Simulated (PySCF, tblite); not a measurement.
# C₅H₁₂Cl₂Si: geometry, infrared bands and NMR shifts

Aim: predict the infrared bands and NMR shifts of C₅H₁₂Cl₂Si (`CCCC[SiH2]C(Cl)Cl`).

The runs use tblite 0.8.0 and PySCF 2.14.0, with density-fitted response routines of our own; the level of theory stands in each step. All values are computed, except where a source is named. Atoms count from 0, in the outputs and in this text.

### 1 The molecule as given

20 atoms, charge 0, multiplicity 1; geometry from: force field or distance geometry start.

Bonds of the start (Å): C0–C1 1.51, C1–C2 1.54, C2–C3 1.52, C3–Si4 1.88, Si4–C5 1.83, C5–Cl6 1.78, C5–Cl7 1.78, C0–H8 1.10, C0–H9 1.11, C0–H10 1.10, C1–H11 1.09, C1–H12 1.12, C2–H13 1.10, C2–H14 1.10, C3–H15 1.12, C3–H16 1.09, Si4–H17 1.49, Si4–H18 1.49, C5–H19 1.10.

### 2 Optimising the geometry with GFN2-xTB

The job: settings as JSON, then the geometry in Å.

```
{"job": {"kind": "relax", "xc": "GFN2-xTB", "basis": "xTB"}, "charge": 0, "multiplicity": 1}
C     -3.341600     0.018200    -0.144900
C     -2.017400     0.347500     0.493300
C     -0.834700    -0.169200    -0.339200
C      0.500600     0.169600     0.306600
Si     2.014200    -0.419100    -0.631000
C      3.603100    -0.002600     0.186600
Cl     3.762100     1.763800     0.361400
Cl     3.691100    -0.773900     1.791100
H     -3.473000    -1.062700    -0.262700
H     -4.175100     0.392300     0.481400
H     -3.434400     0.486700    -1.132200
H     -1.934100     1.424600     0.639500
H     -1.981800    -0.110500     1.509800
H     -0.934900    -1.251100    -0.483300
H     -0.896100     0.295700    -1.339300
H      0.528500    -0.287000     1.326500
H      0.578500     1.250100     0.458200
H      1.901600    -1.893400    -0.846500
H      1.964600     0.180800    -1.997000
H      4.473800    -0.349200    -0.381400
```

Command:

```
$ OMP_NUM_THREADS=1 python probes_run.py task.json out
```

This one command runs all jobs of the session in turn.

**Question.** This job is followed by: GFN2-xTB harmonic vibrations, gas phase; GIAO PBE0/pcSseg-1 NMR shielding, non-relativistic, gas phase. Predict these results of the whole session: strongest single infrared mode (GFN2-xTB); zero-point energy (GFN2-xTB); 13C shifts against TMS (PBE0/pcSseg-1); 1H shifts against TMS (PBE0/pcSseg-1, means over atoms taken as alike); 29Si shifts against TMS (PBE0/pcSseg-1); 35Cl shifts against HCl (PBE0/pcSseg-1, means over atoms taken as alike).

As calculated:

| quantity | value |
| --- | --- |
| strongest single infrared mode (GFN2-xTB) | 2259 cm⁻¹, 359 km/mol |
| zero-point energy (GFN2-xTB) | 97.8 kcal/mol |
| 13C shifts against TMS (PBE0/pcSseg-1) | 71.6, 32.5, 29.9, 17.1, 10.4 ppm |
| 1H shifts against TMS (PBE0/pcSseg-1, means over atoms taken as alike) | 5.71, 4.26, 1.44, 1.29, 1.16, 1.08 ppm |
| 29Si shifts against TMS (PBE0/pcSseg-1) | -28.0 ppm |
| 35Cl shifts against HCl (PBE0/pcSseg-1, means over atoms taken as alike) | 212 ppm |

In words: The optimisation took 52 steps and gained 0.196 eV; among the close pairs (by a distance rule), Si4–C5 changed most, from 1.835 to 1.928 Å. No mode is imaginary among the 54: a minimum at this level. The strongest single mode, at 2259 cm⁻¹, moves mainly H18 and H17. Unscaled tight-binding wavenumbers are off by several per cent, some by more. Its intensities can rank the bands wrongly. C5 stands next to heavy halogen, whose spin-orbit shielding this run leaves out, so the computed shift lies too far downfield, most of all for carbon beside Br or I. The most deshielded hydrogen is H19 (hydrogen on an sp3 CH bonded to 2 Cl and Si), at 5.71 ppm: its carbon carries Cl, which withdraws density. At PBE0/pcSseg-1: The largest span, 589 ppm, is at Cl6, Cl7, where the paramagnetic term is -408 ppm.
